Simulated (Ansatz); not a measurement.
# Co (Co, A15): the cost of one run

Computed with Ansatz 0.2.0 (DFT m-r2SCAN, plane waves (500 eV) with PAW, scalar-relativistic; PBE-made PAW files; m-r²SCAN is r²SCAN on the gauge-invariant kinetic-energy density, unless a step says otherwise).

## 1. Starting point

The structure is cubic, space group Pm-3n (No. 223). The conventional cell has a = 4.458 Å, b = 4.458 Å, c = 4.458 Å, α = 90.00°, β = 90.00°, γ = 90.00°. Around Co (site symmetry m-3) lie 12 Co at 2.49 Å. Around Co (site symmetry -4m2) lie 6 Co at 2.23 to 2.49 Å.

As a file:

```cif
data_structure
_symmetry_space_group_name_H-M 'Pm-3n'
_symmetry_Int_Tables_number 223
_cell_length_a 4.4579
_cell_length_b 4.4579
_cell_length_c 4.4579
_cell_angle_alpha 90.000
_cell_angle_beta 90.000
_cell_angle_gamma 90.000
_cell_volume 88.59
loop_
_atom_site_label
_atom_site_type_symbol
_atom_site_symmetry_multiplicity
_atom_site_Wyckoff_symbol
_atom_site_fract_x
_atom_site_fract_y
_atom_site_fract_z
_atom_site_occupancy
Co1 Co 2 a 0.00000 0.00000 0.00000 1
Co2 Co 6 c 0.25000 0.00000 0.50000 1
```

Starting moments (μB): +1.7 ×8.

## 2. Relaxing cell and atoms

Contents of input.yaml:

```yaml
crystal:
  lattice:
    - [4.457857647, 0.0, 0.0]
    - [0.0, 4.457857647, 0.0]
    - [0.0, 0.0, 4.457857647]
  atoms:
    - { symbol: Co, position: [0.0, 0.0, 0.0], spin: 1.7 }
    - { symbol: Co, position: [0.5, 0.5, 0.5], spin: 1.7 }
    - { symbol: Co, position: [0.25, 0.0, 0.5], spin: 1.7 }
    - { symbol: Co, position: [0.75, 0.0, 0.5], spin: 1.7 }
    - { symbol: Co, position: [0.5, 0.25, 0.0], spin: 1.7 }
    - { symbol: Co, position: [0.5, 0.75, 0.0], spin: 1.7 }
    - { symbol: Co, position: [0.0, 0.5, 0.25], spin: 1.7 }
    - { symbol: Co, position: [0.0, 0.5, 0.75], spin: 1.7 }
hamiltonian:
  xc: mr2scan
  pseudopotentials:
    kind: paw
    azcp:
      Co: "pseudopotentials/Co.paw.azcp"
basis:
  ecutwfc: 500
  fft_grid_basis: typed
kpoints:
  mp_grid: { grid: [6, 6, 6], shift: [0, 0, 0] }
magnetization:
  spin_polarized: true
scf:
  occupations: { method: fermi_dirac, width: 0.05 }
relax:
  max_steps: 60
  f_tol: 0.01
  cell: {}
```

Run with:

```
ansatz run input.yaml --threads 4 --pin off --max-ram 8192MiB --backend cpu --events-out ev --progress --plain --runs-dir out
```

What time and memory should one allow on 4 threads of Arm Neoverse V2, shared host?

About 91 s, with a peak of 0.89 GiB.
